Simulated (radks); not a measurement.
**Pd²⁺ in [Kr] 4d8: an all-electron calculation**

Wanted: eigenvalues, radial structure and energy terms of the palladium ion Pd2+.

Method: scalar-relativistic Kohn-Sham, SCAN, spin-polarised, spherical densities, finite nucleus; open shells are filled with parallel spins first. Code: radks (a radial shooting solver on a logarithmic mesh, Libxc functionals) version 1.

### Step 1. What is computed

- element: palladium (Z = 46)
- charge: +2
- electrons: 44
- configuration: [Kr] 4d8
- nuclear rms radius: 4.5318 fm

Outer shells as boxes (Hund's rule):

Pd²⁺
```
[Kr] core
4d [↑↓][↑↓][↑↓][↑ ][↑ ]
```

### Step 2. Self-consistent calculation

The run's settings:

```text
Z 46
configuration [Kr] 4d8
relativity scalar-relativistic
functional scan,scan
spin polarised
nucleus finite rms 4.5318 fm
c 137.035999084
```

**Question.** What will this run give?

**Answer**, as computed:

```
                        quantity                     value
                    total energy       -5045.78767 hartree
exchange-correlation share of it                    2.85 %
                            −T/E                    1.0373
          highest occupied level       4d down, -26.407 eV
    most extended occupied level  4d down, <r> = 1.38 bohr
 radius at density 0.001 e/bohr³                 3.34 bohr
    maxima of the radial density                         4
         ionisation energy, NIST     32.930 (semi-emp.) eV
```

4 principal shells are occupied and 4 maxima appear in the radial density. Relativity lifts −T/E to 1.037. The top level binds by 26.407 eV, 80 % of the NIST ionisation energy of 32.930 eV; the potential of a semilocal functional falls off too fast, so its top eigenvalue is too shallow. Open shells are spherical and high-spin; term and fine-structure splittings are not resolved.
